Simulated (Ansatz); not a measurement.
**doublet CH6ClNSi+ at 4 levels**

We compute a comparison of 4 runs (UB3LYP/6-31G*, UBLYP/6-31G*, UCCSD/6-31G*, UCCSD(T)/6-31G*) of doublet CH6ClNSi+. 

The calculation is run with Ansatz 0.2.0.

127 further runs of the same task are left out: 1 that didn't finish, 126 set aside as unsound or not needed. Runs told in other sessions of the task aren't counted.

## Step 1: The system as given

The species is CH6ClNSi+ (10 atoms), meant as a doublet with charge +1. SMILES of the parent species: `C[SiH](N)Cl`. Geometry: relaxed at PBE0-D4/def2-TZVP. This is one conformer, not always the lowest. That shape belongs to the parent species and isn't relaxed for this state.

Bond lengths: C1–Si2 1.853 Å, Si2–N3 1.706 Å, Si2–Cl4 2.081 Å, C1–H5 1.092 Å, C1–H6 1.092 Å, C1–H7 1.093 Å, Si2–H8 1.480 Å, N3–H9 1.008 Å, N3–H10 1.008 Å. Some angles: C1–Si2–N3 110.0°, C1–Si2–Cl4 106.9°, N3–Si2–Cl4 113.8°, C1–Si2–H8 113.9°, N3–Si2–H8 107.4°, Cl4–Si2–H8 105.0°, Si2–C1–H5 110.6°, Si2–C1–H6 110.4°, Si2–C1–H7 110.6°, Si2–N3–H9 120.0°.

## Step 2: The energy at UB3LYP/6-31G(d) (spherical functions) (run 1)

File run.yaml:

```yaml
crystal:
  periodic: [false, false, false]
  atoms:
    - {symbol: C, position_ang: [-0.924300, 0.960300, -0.429600]}
    - {symbol: Si, position_ang: [-0.055600, -0.637600, -0.073400]}
    - {symbol: "N", position_ang: [1.200800, -0.379200, 1.050800]}
    - {symbol: Cl, position_ang: [0.594900, -1.392500, -1.900800]}
    - {symbol: H, position_ang: [-1.720000, 0.809500, -1.161600]}
    - {symbol: H, position_ang: [-1.359500, 1.369700, 0.485000]}
    - {symbol: H, position_ang: [-0.226900, 1.694300, -0.841400]}
    - {symbol: H, position_ang: [-0.936500, -1.689500, 0.482600]}
    - {symbol: H, position_ang: [1.847500, 0.382600, 0.917600]}
    - {symbol: H, position_ang: [1.662700, -1.168700, 1.473800]}
basis:
  gaussian:
    orbitals: 6-31G_st_-spherical.json
total_charge: 1
magnetization:
  spin_polarized: true
  initial_magnetization: 1
hamiltonian:
  xc: {name: B3LYP}
accuracy: high
output:
  orbitals: {seedname: orbitals}
```

The basis set 6-31G* is read from a file made from the Basis Set Exchange's data (not shown).

Run with:

```sh
$ ansatz run run.yaml --threads 1 --pin off --max-ram 2610MiB --events-out events.jsonl --progress --plain --runs-dir runs
```

Output:

```text
Warning: RAYON_NUM_THREADS=1 ignored (pool sized by the plan → 1); use --threads N
Functional definition: B3LYP
  name "B3LYP"
  parameter a0 = 0.2
  parameter ax = 0.72
  parameter ac = 0.81
  exchange = (1 - a0 - ax)*slater_x + ax*b88_x + a0*exact_x
  correlation = (1 - ac)*vwn_rpa_c + ac*lyp_c
1773 factors; integrals over basis functions are off by at most 3.6e-9 eV
mean field evaluation 1: about -23000.4323 eV, gradient 6.1e1 eV
mean field evaluation 2: about -22963.5167 eV, gradient 9.5e1 eV
mean field evaluation 4: about -23013.6626 eV, gradient 2.5e1 eV
mean field evaluation 8: about -23017.3256 eV, gradient 1.5e0 eV
mean field evaluation 16: about -23017.5319 eV, gradient 3.1e-2 eV
mean field evaluation 32: about -23017.5354 eV, gradient 2.4e-3 eV
mean field evaluation 64: about -23017.5304 eV, gradient 1.0e-1 eV
mean field -23017.53540262 eV, -845.8788242005 hartree, gradient 1.2e-8 eV, S^2 0.757982; 5 other end points of the search recorded, 0 dependent functions left out
reference -23017.53544018 eV, -845.8788255808 hartree; 25, 24 occupied and 51, 52 virtual orbitals, 1773 factors
Total energy: -23017.53544018 eV, -845.8788255808 hartree
```

It took 39 s on 1 thread of Arm Neoverse V1, shared host; peak memory 0.38 GiB.

## Step 3: A single-point energy at UBLYP/6-31G(d) (spherical functions) (run 2)

File molecule.yaml:

```yaml
crystal:
  periodic: [false, false, false]
  atoms:
    - {symbol: C, position_ang: [-0.924300, 0.960300, -0.429600]}
    - {symbol: Si, position_ang: [-0.055600, -0.637600, -0.073400]}
    - {symbol: N, position_ang: [1.200800, -0.379200, 1.050800]}
    - {symbol: Cl, position_ang: [0.594900, -1.392500, -1.900800]}
    - {symbol: H, position_ang: [-1.720000, 0.809500, -1.161600]}
    - {symbol: H, position_ang: [-1.359500, 1.369700, 0.485000]}
    - {symbol: H, position_ang: [-0.226900, 1.694300, -0.841400]}
    - {symbol: H, position_ang: [-0.936500, -1.689500, 0.482600]}
    - {symbol: H, position_ang: [1.847500, 0.382600, 0.917600]}
    - {symbol: H, position_ang: [1.662700, -1.168700, 1.473800]}
basis:
  gaussian:
    orbitals: 6-31G_st_-spherical.json
total_charge: 1
magnetization:
  spin_polarized: true
  initial_magnetization: 1
hamiltonian:
  xc: {name: BLYP}
accuracy: high
output:
  orbitals: {seedname: orbitals}
```

The basis set 6-31G* is read from a file made from the Basis Set Exchange's data (not shown).

Run with:

```sh
$ ansatz run molecule.yaml --threads 1 --pin off --max-ram 2610MiB --events-out events.jsonl --progress --plain --runs-dir runs
```

Output:

```text
Warning: RAYON_NUM_THREADS=1 ignored (pool sized by the plan → 1); use --threads N
Functional definition: BLYP
  name "BLYP"
  parameter beta = 0.0042
  parameter a = 0.04918
  parameter b = 0.132
  parameter c = 0.2533
  parameter d = 0.349
  exchange = b88_x(beta = beta)
  correlation = lyp_c(a = a, b = b, c = c, d = d)
1773 factors; integrals over basis functions are off by at most 3.6e-9 eV
mean field evaluation 1: about -22991.3635 eV, gradient 7.1e1 eV
mean field evaluation 2: about -22914.0881 eV, gradient 1.2e2 eV
mean field evaluation 4: about -23009.1730 eV, gradient 3.1e1 eV
mean field evaluation 8: about -23014.4514 eV, gradient 9.5e0 eV
mean field evaluation 16: about -23015.1462 eV, gradient 2.2e-1 eV
mean field evaluation 32: about -23014.9937 eV, gradient 4.5e0 eV
mean field -23015.15039678 eV, -845.7911768524 hartree, gradient 2.7e-8 eV, S^2 0.752984; 6 other end points of the search recorded, 0 dependent functions left out
reference -23015.15044816 eV, -845.7911787405 hartree; 25, 24 occupied and 51, 52 virtual orbitals, 1773 factors
Total energy: -23015.15044816 eV, -845.7911787405 hartree
```

Wall time 26 s (1 thread of Arm Neoverse V1, shared host); peak memory 0.27 GiB.

Run 3 isn't shown in full; the table further down has it.

## Step 4: A single-point energy at UCCSD(T)/6-31G(d) (spherical functions) (run 4)

File molecule.yaml:

```yaml
crystal:
  periodic: [false, false, false]
  atoms:
    - symbol: C
      position_ang: [-0.924300, 0.960300, -0.429600]
    - symbol: Si
      position_ang: [-0.055600, -0.637600, -0.073400]
    - symbol: N
      position_ang: [1.200800, -0.379200, 1.050800]
    - symbol: Cl
      position_ang: [0.594900, -1.392500, -1.900800]
    - symbol: H
      position_ang: [-1.720000, 0.809500, -1.161600]
    - symbol: H
      position_ang: [-1.359500, 1.369700, 0.485000]
    - symbol: H
      position_ang: [-0.226900, 1.694300, -0.841400]
    - symbol: H
      position_ang: [-0.936500, -1.689500, 0.482600]
    - symbol: H
      position_ang: [1.847500, 0.382600, 0.917600]
    - symbol: H
      position_ang: [1.662700, -1.168700, 1.473800]
basis:
  gaussian: {orbitals: 6-31G_st_-spherical.json}
total_charge: 1
magnetization: {spin_polarized: true, initial_magnetization: 1}
correlation: {method: ccsd_t, frozen_orbitals: {C: 1, Cl: 5, H: 0, "N": 1, Si: 5}}
accuracy: high
scf: {omitted_lower_state_checks: [cluster_reference, increment]}
```

The basis set 6-31G* is read from a file made from the Basis Set Exchange's data (not shown).

Run with:

```sh
$ ansatz run molecule.yaml --threads 1 --pin off --max-ram 2610MiB --events-out events.jsonl --progress --plain --runs-dir runs
```

Output:

```text
Warning: RAYON_NUM_THREADS=1 ignored (pool sized by the plan → 1); use --threads N
[... 15 lines left out ...]
12 core orbitals not correlated: weight in the atoms' cores, before any rotation towards them, 1.000 or more for the frozen orbitals, at most 0.000 for the correlated occupied ones
[... 41 lines left out ...]
Total energy: -22979.90123966 eV, -844.4957942209 hartree
Checks for a lower state left out: cluster_reference, increment
```

It took 67 s on 1 thread of Arm Neoverse V1, shared host; peak memory 0.6 GiB.

## Step 5: All runs side by side

| run | level | frozen core orbitals | energy (Eh) | ⟨S²⟩ | wall time |
| --- | --- | --- | --- | --- | --- |
| 1 | UB3LYP/6-31G* (spherical functions) | – | -845.878826 | 0.758 | 39 s |
| 2 | UBLYP/6-31G* (spherical functions) | – | -845.791179 | 0.753 | 26 s |
| 3 | UCCSD/6-31G* (spherical functions) | 12 | -844.482779 | 0.761 | 55 s |
| 4 | UCCSD(T)/6-31G* (spherical functions) | 12 | -844.495794 | 0.761 | 67 s |

## Step 6: What came out

| quantity | value |
| --- | --- |
| run 4: total energy | -844.49579 Eh |
| run 4: correlation energy (12 core orbitals frozen) | -530.4 mEh |
| run 4: (T) correction | -13.02 mEh |
| run 4: ⟨S²⟩ of the reference determinant | 0.761 |
| run 4: T1 diagnostic | 0.027 |

**Reading.** Totals of different functionals can't be ranked against each other. All runs together took 3.1 min, the longest 67 s.
